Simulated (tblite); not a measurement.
# C2H11GeNSi3: the cost of one run

The runs use tblite 0.8.0 and PySCF 2.14.0, with density-fitted response routines of our own; the level of theory stands in each step. All values are computed, except where a source is named. Atoms count from 0, in the outputs and in this text.

## (1) The molecule as given

18 atoms, charge 0, multiplicity 1; geometry from: force field or distance geometry start.

Bonds of the start (Å): N0–C1 1.16, C1–Si2 1.80, Si2–Si3 2.22, Si3–Si4 2.22, Si3–C5 1.87, C5–Ge6 1.94, Si2–H7 1.48, Si2–H8 1.47, Si3–H9 1.46, Si4–H10 1.49, Si4–H11 1.48, Si4–H12 1.47, C5–H13 1.10, C5–H14 1.13, Ge6–H15 1.56, Ge6–H16 1.54, Ge6–H17 1.53.

## (2) Optimising the geometry with GFN2-xTB

What the job is given:

```
{"job": {"kind": "relax", "xc": "GFN2-xTB", "basis": "xTB"}, "charge": 0, "multiplicity": 1}
N     -1.589100     1.157400     2.910400
C     -1.141400     1.469800     1.884700
Si    -0.406500     1.908500     0.298100
Si    -0.449700     0.161400    -1.070400
Si    -1.986100    -1.315600    -0.437700
C      1.262100    -0.593700    -1.114900
Ge     2.117100    -0.524100     0.629600
H     -1.160500     3.052400    -0.264700
H      0.981100     2.318800     0.568400
H     -0.724800     0.651300    -2.416300
H     -3.097800    -1.401500    -1.419900
H     -1.370700    -2.666400    -0.417000
H     -2.484300    -1.035900     0.919800
H      1.168000    -1.615100    -1.514600
H      1.883300     0.061700    -1.790500
H      2.953300    -1.837300     0.765500
H      1.041300    -0.507700     1.736000
H      2.995900     0.722100     0.721500
```

Launch:

```bash
OMP_NUM_THREADS=1 python probes_run.py task.json out
```

This one command runs all jobs of the session in turn.

Q: Estimate the wall time and peak memory of this first job on 1 thread of Arm Neoverse V2, shared host.

About 1.8 s, with a peak of 0.18 GiB.
